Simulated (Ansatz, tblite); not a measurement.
# Cis-CoF2(H2O)4 (CoF₂H₈O₄): rung by rung

An exercise on one series of results from a longer session: the logs are not shown, and one member is left open.

Method: as each input shows; program: Ansatz 0.2.0, Gaussian basis.

Levels to be run: GFN1-xTB, GFN2-xTB, PBE-D4/def2-TZVP, r2SCAN-D4/def2-TZVP, BHLYP-D4/def2-TZVP, PBE-QIDH/def2-TZVP, HF/def2-TZVP, PBE-D4/def2-SVP, PBE0-D4/def2-SVP, HF/STO-3G, MP2/def2-TZVP, RPA/def2-TZVP.

1 further run of the same task is left out (set aside as unsound or not needed). Runs told in other sessions of the task aren't counted.

## The geometry

The geometry is that of the quartet, from an earlier relaxation (PBE-D4/def2-SVP).

15 atoms, charge 0, spin multiplicity 4.

Bond lengths: Co1–F2 2.166 Å, Co1–F3 2.166 Å, Co1–O4 2.093 Å, Co1–O5 2.093 Å, Co1–O6 2.106 Å, Co1–O7 2.106 Å, O4–H8 0.976 Å, O4–H9 1.024 Å, O5–H10 0.976 Å, O5–H11 1.024 Å, O6–H12 0.999 Å, O6–H13 1.001 Å, O7–H14 0.999 Å, O7–H15 1.001 Å. Angles: F2–Co1–F3 104.8°, F2–Co1–O4 174.8°, F2–Co1–O5 70.0°, F2–Co1–O6 72.8°, F2–Co1–O7 73.3°, F3–Co1–O4 70.0°, F3–Co1–O5 174.8°, F3–Co1–O6 73.3°, F3–Co1–O7 72.8°, O4–Co1–O5 115.2°, O4–Co1–O6 105.8°, O4–Co1–O7 103.8°, O5–Co1–O6 103.8°, O5–Co1–O7 105.8°, O6–Co1–O7 122.9°, Co1–O4–H8 112.8°, Co1–O4–H9 79.8°, H8–O4–H9 105.2° and more.

Coordinates:

```xyz
15

Co   -0.2404   -0.0032   -0.2371
F    -0.5022    0.1415    1.9077
F     1.9024   -0.1230   -0.5264
O     0.1976   -0.1784   -2.2764
O    -2.2757    0.1510    0.2264
O     0.5546    1.8516    0.3642
O     0.3964   -1.8391    0.5740
H     0.0434   -1.0787   -2.6209
H     1.1437   -0.1992   -1.8848
H    -2.6343    1.0444    0.0651
H    -1.8716    0.1895    1.1667
H     1.4371    1.4313    0.1598
H     0.3420    1.5198    1.2838
H     0.1983   -1.4097    1.4535
H     1.3085   -1.4979    0.3445
```

No spin-orbit coupling is included.

PBE0-D4/def2-TZVP was run before; its log isn't repeated, and its numbers join the tables.

Set-up of the first run:

Tight binding, by tblite at 300 K electronic temperature and without a spin-polarisation term:

```python
tblite.interface.Calculator('GFN1-xTB', numbers, positions, charge=0, uhf=3).singlepoint()
```

Tight binding, by tblite at 300 K electronic temperature and without a spin-polarisation term:

```python
tblite.interface.Calculator('GFN2-xTB', numbers, positions, charge=0, uhf=3).singlepoint()
```

start.molden holds the orbitals of an earlier run on this state, given as this run's starting guess.

The input, in.yaml:

```yaml
crystal:
  periodic: [false, false, false]
  atoms:
    - {symbol: Co, position_ang: [-0.240363, -0.003167, -0.237135]}
    - {symbol: F, position_ang: [-0.502163, 0.141481, 1.907684]}
    - {symbol: F, position_ang: [1.902444, -0.122984, -0.526385]}
    - {symbol: O, position_ang: [0.197559, -0.178441, -2.276433]}
    - {symbol: O, position_ang: [-2.275711, 0.150951, 0.226406]}
    - {symbol: O, position_ang: [0.554621, 1.851638, 0.364192]}
    - {symbol: O, position_ang: [0.396427, -1.839058, 0.573984]}
    - {symbol: H, position_ang: [0.043432, -1.078679, -2.620929]}
    - {symbol: H, position_ang: [1.143707, -0.199178, -1.884828]}
    - {symbol: H, position_ang: [-2.634254, 1.044428, 0.065136]}
    - {symbol: H, position_ang: [-1.871639, 0.189523, 1.166737]}
    - {symbol: H, position_ang: [1.437107, 1.431312, 0.159757]}
    - {symbol: H, position_ang: [0.341995, 1.519762, 1.283803]}
    - {symbol: H, position_ang: [0.198277, -1.409690, 1.453545]}
    - {symbol: H, position_ang: [1.308549, -1.497906, 0.344455]}
basis:
  gaussian: {orbitals: def2-TZVP, initial_orbitals: start.molden}
magnetization: {spin_polarized: true, initial_magnetization: 3}
hamiltonian: {xc: pbe, dispersion: d4}
scf: {omitted_lower_state_checks: [starts]}
output: {forces: true, orbitals: {seedname: orbitals}}
```

Run with:

```sh
ansatz run in.yaml --threads 4 --pin off --events-out ev --progress --plain --max-ram 4787MiB
```

Among the steps run: PBE-D4/def2-TZVP; r2SCAN-D4/def2-TZVP; BHLYP-D4/def2-TZVP; PBE-QIDH/def2-TZVP; HF/def2-TZVP; PBE-D4/def2-SVP; PBE0-D4/def2-SVP; HF/STO-3G; MP2/def2-TZVP; RPA/def2-TZVP.

One of the session's tables, all rows but one given; the rest of the session is left out.

It belongs to the step «Binding energy». 

```
              level  binding an atom (eV)
       HF/def2-TZVP                 2.304
    PBE-D4/def2-SVP                     ?
   PBE-D4/def2-TZVP                 3.539
r2SCAN-D4/def2-TZVP                 3.493
   PBE0-D4/def2-SVP                 3.486
  PBE0-D4/def2-TZVP                 3.423
 BHLYP-D4/def2-TZVP                 3.315
      MP2/def2-TZVP                 3.439
```

**Question.** Estimate the row for PBE-D4/def2-SVP.

The run gave: binding an atom (eV): 3.633. In the column «binding an atom (eV)» it is the highest.

To keep in mind: Free atoms were run apart at each level; binding is atoms less cluster, divided by the number of atoms, without zero-point or spin-orbit terms.
